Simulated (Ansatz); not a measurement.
# GeH3− (triplet): the correlation ladder at distance Ge1–H4 = 1.507 Å, aug-cc-pVDZ

How much of the correlation energy of GeH3− (triplet) does each wave-function method recover here?

The runs use Ansatz 0.2.0, Gaussian basis; aug-cc-pVDZ, core rule «outside noble gas», up to 14 orbitals frozen.

To be run: UHF; CCSD(T) on ROHF; CCSD(T) on UHF; BCCD(T) on ROHF; CISD; CCSDT(Q) on ROHF; CCSDT(Q) on UHF; CASSCF and MRCISD+Q, 4 electrons in 4 orbitals; CASSCF and NEVPT2, 4 electrons in 4 orbitals.

24 further runs of the same task are left out: 8 for a known fault of the program, 1 for a mislabelled method, 13 that didn't finish, 2 set aside as unsound or not needed.

## (1) What is computed

The geometry derives from a PBE0/def2-TZVPD stationary point (not a proven minimum). One bond is set to the value named and the two fragments are kept rigid. No spin-orbit coupling is included. The filled d shell of Ge may be among the frozen orbitals whatever the setting's name suggests; the logs give the count.

4 atoms, charge -1, spin multiplicity 3.

Atoms are counted from 1 here; the program's logs count them from 0.

Bond lengths: Ge1–H2 1.687 Å, Ge1–H3 1.687 Å, Ge1–H4 1.507 Å. Angles: H2–Ge1–H3 120.0°, H2–Ge1–H4 120.0°, H3–Ge1–H4 120.0°.

## (2) UHF

Contents of in.yaml:

```yaml
crystal:
  periodic: [false, false, false]
  atoms:
    - {symbol: Ge, position_ang: [-0.001138, -0.002104, -0.000008]}
    - {symbol: H, position_ang: [1.684767, 0.044384, -0.006508]}
    - {symbol: H, position_ang: [-0.884317, 1.434675, 0.011892]}
    - {symbol: H, position_ang: [-0.718403, -1.327455, -0.004833]}
basis:
  gaussian: {orbitals: aug-cc-pVDZ}
total_charge: -1
magnetization: {spin_polarized: true, initial_magnetization: 2}
hamiltonian: {xc: hf}
output: {orbitals: {seedname: orbitals}}
```

Launch:

```console
> ansatz run in.yaml --threads 1 --pin off --events-out ev --progress --plain --max-ram 2393MiB
```

The runs that follow: CCSD(T) on ROHF; CCSD(T) on UHF; BCCD(T) on ROHF; CISD; CCSDT(Q) on ROHF; CCSDT(Q) on UHF; CASSCF and MRCISD+Q, 4 electrons in 4 orbitals; CASSCF and NEVPT2, 4 electrons in 4 orbitals.

Before running them: what should the planned runs give, taken together? Wanted: UCCSDT(Q) below the RHF energy; RMP2 from UCCSDT(Q); UMP2 from UCCSDT(Q); RCCSD from UCCSDT(Q); RCCSD(T) from UCCSDT(Q); UCCSD(T) from UCCSDT(Q); RCCSDT(Q) from UCCSDT(Q); NEVPT2 pair from UCCSDT(Q); MRCISD+Q pair from UCCSDT(Q).

The runs gave:

| quantity | value |
| --- | --- |
| UCCSDT(Q) below the RHF energy | -4.0715 eV |
| RMP2 from UCCSDT(Q) | +930.5 meV |
| UMP2 from UCCSDT(Q) | +944.4 meV |
| RCCSD from UCCSDT(Q) | +158.2 meV |
| RCCSD(T) from UCCSDT(Q) | +36.8 meV |
| UCCSD(T) from UCCSDT(Q) | +33.6 meV |
| RCCSDT(Q) from UCCSDT(Q) | +4.0 meV |
| NEVPT2 pair from UCCSDT(Q) | +957.5 meV |
| MRCISD+Q pair from UCCSDT(Q) | +60.3 meV |
| levels within 1 kcal/mol (43 meV) | RCCSD(T), UCCSD(T), BCCD(T), RCCSDT, UCCSDT, RCCSDT(Q) |
| T1 diagnostic | 0.031 |

**Reading.** RCCSD(T) lands +36.8 meV from the yardstick (0.9 % of the correlation energy). Of the multireference levels listed MRCISD+Q pair comes nearest in total energy (+60.3 meV), which doesn't show that its space is the better one. These misses are within one basis, not against nature; the frozen cores of restricted and unrestricted runs differ, which can shift their rows. The highest orbital lies above zero: the basis alone holds the extra electron.
